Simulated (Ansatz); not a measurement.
**C₃H₉InO: small, medium and large basis sets**

The task here is to estimate one member of a computed series from the others.

Program: Ansatz 0.2.0, Gaussian basis. Level of theory: one geometry, several basis sets. These are calculated values, not measurements.

Levels to be run: PBE0-D4/def2-SVP; ωB97M-V/def2-SVP; PBE0-D4/def2-QZVPP; ωB97M-V/def2-QZVPP; the functionals' def2-TZVPP values are taken from earlier runs.

## The relaxed structure

All runs share one geometry, relaxed beforehand with PBE0-D4 in a triple-zeta def2 set. In takes the def2 core potential; no spin-orbit term is included.

14 atoms, charge 0, spin multiplicity 1.

Atoms are counted from 1 here; the program's logs count them from 0.

Bond lengths: C1–C2 1.519 Å, C1–H6 1.093 Å, C1–H7 1.093 Å, C1–H8 1.093 Å, C2–C3 1.519 Å, C2–O4 1.407 Å, C2–H9 1.105 Å, C3–H10 1.093 Å, C3–H11 1.093 Å, C3–H12 1.093 Å, O4–In5 1.986 Å, In5–H13 1.713 Å, In5–H14 1.703 Å. Angles: C2–C1–H6 110.6°, C2–C1–H7 109.8°, C2–C1–H8 111.3°, H6–C1–H7 108.1°, H6–C1–H8 108.4°, H7–C1–H8 108.6°, C1–C2–C3 111.6°, C1–C2–O4 109.3°, C1–C2–H9 108.0°, C3–C2–O4 109.2°, C3–C2–H9 108.0°, O4–C2–H9 110.9°, C2–C3–H10 110.6°, C2–C3–H11 109.8°, C2–C3–H12 111.3°, H10–C3–H11 108.1°, H10–C3–H12 108.4°, H11–C3–H12 108.6° and more.

The first run:

File in.yaml:

```yaml
crystal:
  periodic: [false, false, false]
  atoms:
    - {symbol: C, position_ang: [-1.434388, 0.275428, 0.800295]}
    - {symbol: C, position_ang: [-0.025941, -0.031768, 0.323018]}
    - {symbol: C, position_ang: [0.442786, -1.392530, 0.807239]}
    - {symbol: O, position_ang: [0.003766, -0.004756, -1.083440]}
    - {symbol: In, position_ang: [1.114444, 1.256460, -2.142336]}
    - {symbol: H, position_ang: [-1.748095, 1.265186, 0.460188]}
    - {symbol: H, position_ang: [-2.132488, -0.460395, 0.392826]}
    - {symbol: H, position_ang: [-1.497994, 0.250054, 1.891482]}
    - {symbol: H, position_ang: [0.651003, 0.731870, 0.745845]}
    - {symbol: H, position_ang: [1.463395, -1.589414, 0.470723]}
    - {symbol: H, position_ang: [-0.204994, -2.173758, 0.401177]}
    - {symbol: H, position_ang: [0.421915, -1.454123, 1.898635]}
    - {symbol: H, position_ang: [2.033020, 2.307302, -1.148623]}
    - {symbol: H, position_ang: [0.913571, 1.020453, -3.817039]}
basis:
  gaussian: {orbitals: def2-SVP}
hamiltonian: {xc: pbe0, dispersion: d4}
output: {orbitals: {seedname: orbitals}}
```

Run with:

```
$ ansatz run in.yaml --threads 2 --pin off --events-out ev --progress --plain --max-ram 22528MiB --backend cpu
```

Among the steps run: PBE0-D4 in def2-SVP; ωB97M-V in def2-SVP; PBE0-D4 in def2-QZVPP; ωB97M-V in def2-QZVPP.

One table of the session follows, with a row left open; its other results are not shown here.

It belongs to the step «Density functionals: the series». 

| functional | basis | HOMO (eV) | LUMO (eV) |
| --- | --- | --- | --- |
| PBE0-D4 | def2-SVP | -7.20 | -1.44 |
| PBE0-D4 | def2-TZVPP | -7.31 | -1.52 |
| PBE0-D4 | def2-QZVPP | -7.34 | -1.54 |
| ωB97M-V | def2-SVP | -9.55 | 0.13 |
| ωB97M-V | def2-TZVPP | ? | ? |
| ωB97M-V | def2-QZVPP | -9.72 | -0.17 |

Q: Estimate the row for ωB97M-V, def2-TZVPP from the others.

**Answer.** HOMO (eV): -9.69; LUMO (eV): -0.11. In the column «HOMO (eV)» it lies between ωB97M-V, def2-QZVPP (-9.72) and ωB97M-V, def2-SVP (-9.55).
